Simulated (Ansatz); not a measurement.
# Sc2Mo: the cost of one run

Program: Ansatz 0.2.0. Level of theory: DFT PBE, scalar-relativistic, plane waves, PAW. These are calculated values, not measurements.

2 further runs of the same task are left out: 1 that didn't finish, 1 set aside as unsound or not needed.

**1. Starting point**

It takes space group P6/mmm (No. 191, hexagonal). Conventional cell: a = 4.453 Å, b = 4.453 Å, c = 3.154 Å, α = 90.00°, β = 90.00°, γ = 120.00°. Sc (site symmetry -6m2) is surrounded by 5 Sc at 2.57 to 3.15 Å and 6 Mo at 3.02 Å. Mo (site symmetry 6/mmm) has 12 Sc at 3.02 Å and 2 Mo at 3.15 Å in its first shell of neighbours.

Structure file:

```cif
data_structure
_symmetry_space_group_name_H-M 'P 1'
_symmetry_Int_Tables_number 1
_cell_length_a 4.4529
_cell_length_b 4.4529
_cell_length_c 3.1539
_cell_angle_alpha 90.000
_cell_angle_beta 90.000
_cell_angle_gamma 120.000
_cell_volume 54.16
loop_
_atom_site_label
_atom_site_type_symbol
_atom_site_fract_x
_atom_site_fract_y
_atom_site_fract_z
_atom_site_occupancy
Sc1 Sc 0.66667 0.33333 0.50000 1
Sc2 Sc 0.33333 0.66667 0.50000 1
Mo1 Mo 0.00000 0.00000 0.00000 1
```

A structure generator made this guess: species swapped into a database cell of HoCd2 (P6/mmm, No. 191), with Mo on the Ho sites and Sc on the Cd sites. The dimensions are guesses.

**2. Probe: one point on a coarse mesh**

File input.yaml:

```yaml
crystal:
  lattice:
    - [4.45288799, 0.0, 0.0]
    - [-2.22644399, 3.85631412, 0.0]
    - [0.0, 0.0, 3.15389627]
  atoms:
    - { symbol: Sc, position: [0.66666667, 0.33333333, 0.5] }
    - { symbol: Sc, position: [0.33333333, 0.66666667, 0.5] }
    - { symbol: Mo, position: [0.0, 0.0, 0.0] }
basis:
  ecutwfc: 420
kpoints:
  mp_grid: { grid: [6, 6, 6] }
hamiltonian:
  xc: pbe
scf:
  occupations: { method: gaussian, width: 0.1 }
  lower_state_search: "off"
output:
  forces: true
  stress: true
  eigenvalues: true
```

The run is started by

```sh
$ ansatz run input.yaml --threads 1 --pin off --max-ram 2560MiB --backend cpu --events-out ev --progress --plain --runs-dir out
```

Q: Estimate wall time and peak memory on 1 thread of AMD EPYC (Zen 3), shared host.

About 5.5 s, with a peak of 0.36 GiB.
